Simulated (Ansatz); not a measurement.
# CH6BNSSi: a ladder of functionals and wavefunction methods

How much do the methods differ for CH6BNSSi? The plan is to run it at one geometry with functionals of several rungs and with coupled cluster, and see how far each lands from CCSD(T) at the basis-set limit for the atomisation energy.

Program: Ansatz 0.2.0, Gaussian basis. Level of theory: functionals in def2-TZVPP, the program's frozen cores in correlated methods. These are calculated values, not measurements.

Levels to be run: PBE-D4, r2SCAN-D4, PBE0-D4, B3LYP-D4, ωB97X-V, ωB97M-V, B2PLYP; CCSD(T)/def2-TZVPP; MP2/def2-QZVPP; extrapolation to the limit.

**1. The relaxed structure**

The geometry comes from an earlier relaxation with PBE0-D4/def2-TZVP; it is a stationary point, not always the lowest conformer.

11 atoms, charge 0, spin multiplicity 1.

Atoms are counted from 1 here; the program's logs count them from 0.

Bond lengths: B1–C2 1.584 Å, B1–S5 2.035 Å, B1–H6 1.208 Å, B1–H7 1.205 Å, C2–N3 1.302 Å, C2–Si4 1.869 Å, N3–H8 1.009 Å, N3–H9 1.012 Å, Si4–S5 2.096 Å, Si4–H10 1.489 Å, Si4–H11 1.484 Å. Angles: C2–B1–S5 84.7°, C2–B1–H6 115.8°, C2–B1–H7 114.1°, S5–B1–H6 112.3°, S5–B1–H7 108.9°, H6–B1–H7 116.5°, B1–C2–N3 125.7°, B1–C2–Si4 98.3°, N3–C2–Si4 130.8°, C2–N3–H8 123.1°, C2–N3–H9 119.8°, H8–N3–H9 116.9°, C2–Si4–S5 76.4°, C2–Si4–H10 117.8°, C2–Si4–H11 112.4°, S5–Si4–H10 118.6°, S5–Si4–H11 118.3°, H10–Si4–H11 109.8° and more.

**2. PBE-D4 (GGA)**

File in.yaml:

```yaml
crystal:
  periodic: [false, false, false]
  atoms:
    - {symbol: B, position_ang: [0.539199, 1.075356, 0.747331]}
    - {symbol: C, position_ang: [-0.369079, -0.114731, 0.231274]}
    - {symbol: N, position_ang: [-1.666353, -0.087451, 0.118735]}
    - {symbol: Si, position_ang: [0.923820, -1.028759, -0.761507]}
    - {symbol: S, position_ang: [1.375837, 0.989263, -1.105794]}
    - {symbol: H, position_ang: [-0.028915, 2.122727, 0.944937]}
    - {symbol: H, position_ang: [1.364192, 0.748183, 1.562985]}
    - {symbol: H, position_ang: [-2.188938, -0.774554, -0.403443]}
    - {symbol: H, position_ang: [-2.187252, 0.692832, 0.497434]}
    - {symbol: H, position_ang: [0.461309, -1.860867, -1.906640]}
    - {symbol: H, position_ang: [1.841581, -1.819098, 0.095387]}
basis:
  gaussian: {orbitals: def2-TZVPP}
hamiltonian: {xc: pbe, dispersion: d4}
output: {forces: true, orbitals: {seedname: orbitals}}
```

On the command line:

```console
$ ansatz run in.yaml --threads 4 --pin off --events-out ev --progress --plain --max-ram 10444MiB
```

The runs that follow: r2SCAN-D4 (meta-GGA); PBE0-D4 (hybrid); B3LYP-D4 (hybrid); ωB97X-V (range-separated); ωB97M-V (range-separated); B2PLYP (double hybrid); CCSD(T) in def2-TZVPP; MP2 in def2-QZVPP.

Q: Predict the results of all the runs planned. Wanted: atomisation energy, CCSD(T)/CBS; farthest; mean size of error, hybrid; mean size of error, range-separated; gap, smallest and largest; T1 diagnostic; triples share of the correlation energy.

As calculated:

| quantity | value |
| --- | --- |
| atomisation energy, CCSD(T)/CBS | 39.908 eV |
| functionals within 0.200 eV (0.5 %) | none; nearest B3LYP-D4 (+0.275 eV) |
| farthest | PBE-D4 (+1.235 eV) |
| mean size of error, hybrid | 0.379 eV |
| mean size of error, range-separated | 0.415 eV |
| gap, smallest and largest | 2.96 eV (PBE-D4), 9.37 eV (ωB97X-V) |
| T1 diagnostic | 0.0168 |
| triples share of the correlation energy | 4.6 % |

PBE-D4 is off by +1.235 eV, about 0.112 eV a bond. Double hybrids carry the basis error of their MP2 part in triple zeta, and no dispersion term here, so their miss is partly the set-up's. The reference freezes the cores and leaves out relativity and excitations past (T), so misses under about 0.200 eV can't be ranked. Hartree-Fock recovers 71 % of the binding; the rest is correlation. The gap grows from 3.0 to 9.4 eV across the functionals, mostly with the share of exact exchange.
